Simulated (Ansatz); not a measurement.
# GeP+ (triplet): wave-function methods side by side at distance Ge1–P2 = 2.846 Å, cc-pVDZ

Aim: climb from Hartree-Fock through coupled cluster and multireference methods for GeP+ (triplet) at one geometry and basis, and see what each rung misses.

Program: Ansatz 0.2.0, Gaussian basis. Level of theory: cc-pVDZ, core rule «outside noble gas», up to 19 orbitals frozen. These are calculated values, not measurements.

The runs, in order: UHF; CCSD(T) on ROHF; CCSD(T) on UHF; BCCD(T) on ROHF; CISD as a restricted active space (open shells left free, so some higher excitations enter); CCSDT(Q) on ROHF; CCSDT(Q) on UHF; CCSDTQ on ROHF; CCSDTQ on UHF; CASSCF and MRCISD+Q, 4 electrons in 4 orbitals; CASSCF and NEVPT2, 4 electrons in 4 orbitals; CASSCF and MRCISD+Q, 8 electrons in 8 orbitals; CASSCF and NEVPT2, 8 electrons in 8 orbitals; Full CI.

7 further runs of the same task are left out: 4 for a known fault of the program, 3 that didn't finish. Runs told in other sessions of the task aren't counted.

**1. What is computed**

The geometry derives from a PBE0/def2-TZVP stationary point (not a proven minimum). One bond is set to the value named and the two fragments are kept rigid. No spin-orbit coupling is included. The filled d shell of Ge may be among the frozen orbitals whatever the setting's name suggests.

2 atoms, charge 1, spin multiplicity 3.

Atoms are counted from 1 here; the program's logs count them from 0.

No contacts short enough for the rule that draws bonds.

**2. UHF**

Contents of in.yaml:

```yaml
crystal:
  periodic: [false, false, false]
  atoms:
    - {symbol: Ge, position_ang: [0.000000, 0.000000, 0.000000]}
    - {symbol: P, position_ang: [0.000000, 0.000000, 2.846000]}
basis:
  gaussian: {orbitals: cc-pVDZ}
total_charge: 1
magnetization: {spin_polarized: true, initial_magnetization: 2}
hamiltonian: {xc: hf}
output: {orbitals: {seedname: orbitals}}
```

The run is started by

```
$ ansatz run in.yaml --threads 1 --pin off --events-out ev --progress --plain --max-ram 4096MiB --backend cpu
```

The runs that follow: CCSD(T) on ROHF; CCSD(T) on UHF; BCCD(T) on ROHF; CISD as a restricted active space (open shells left free, so some higher excitations enter); CCSDT(Q) on ROHF; CCSDT(Q) on UHF; CCSDTQ on ROHF; CCSDTQ on UHF; CASSCF and MRCISD+Q, 4 electrons in 4 orbitals; CASSCF and NEVPT2, 4 electrons in 4 orbitals; CASSCF and MRCISD+Q, 8 electrons in 8 orbitals; CASSCF and NEVPT2, 8 electrons in 8 orbitals; Full CI.

Before running them: what should the planned runs give, taken together? Wanted: FCI from the RHF energy; RMP2 from FCI; UMP2 from FCI; RCCSD from FCI; RCCSD(T) from FCI; UCCSD(T) from FCI; RCCSDT(Q) from FCI; UCCSDT(Q) from FCI; NEVPT2 pair from FCI.

The runs gave:

| quantity | value |
| --- | --- |
| FCI from the ROHF energy | -4.8315 eV |
| RMP2 from FCI | +131.0 kJ/mol |
| UMP2 from FCI | +138.0 kJ/mol |
| RCCSD from FCI | +27.2 kJ/mol |
| RCCSD(T) from FCI | +8.2 kJ/mol |
| UCCSD(T) from FCI | +9.1 kJ/mol |
| RCCSDT(Q) from FCI | -0.2 kJ/mol |
| UCCSDT(Q) from FCI | -0.6 kJ/mol |
| NEVPT2 pair from FCI | +102.0 kJ/mol |
| MRCISD+Q pair from FCI | +1.5 kJ/mol |
| NEVPT2 valence from FCI | +67.6 kJ/mol |
| levels within 1 kcal/mol (43 meV) | RCCSDT, UCCSDT, RCCSDT(Q), UCCSDT(Q), RCCSDTQ, UCCSDTQ, MRCISD+Q pair, MRCISD+Q valence |
| T1 diagnostic | 0.056 |
| effectively unpaired electrons | 2.24 |

In words: RCCSD(T) lands +8.2 kJ/mol from the yardstick (1.7 % of the correlation energy). RCCSDT(Q), UCCSDT(Q), MRCISD+Q valence fall below full CI: unrestricted runs freeze a spin-polarised core, another one than full CI's, and coupled cluster isn't variational. The occupations show static correlation (2.24 effectively unpaired electrons where one determinant has 2). Of the multireference levels listed MRCISD+Q pair comes nearest in total energy (+1.5 kJ/mol), which doesn't show that its space is the better one. Coupled cluster took another determinant than the lowest Hartree-Fock one. These misses are within one basis, not against nature; the frozen cores of restricted and unrestricted runs differ, which can shift their rows.

Levels on UHF freeze UHF's core orbitals, full CI those of ROHF, so the U rows can settle a little off it for that reason alone.

With open shells the CI space here admits some higher excitations, so it is larger than plain CISD.
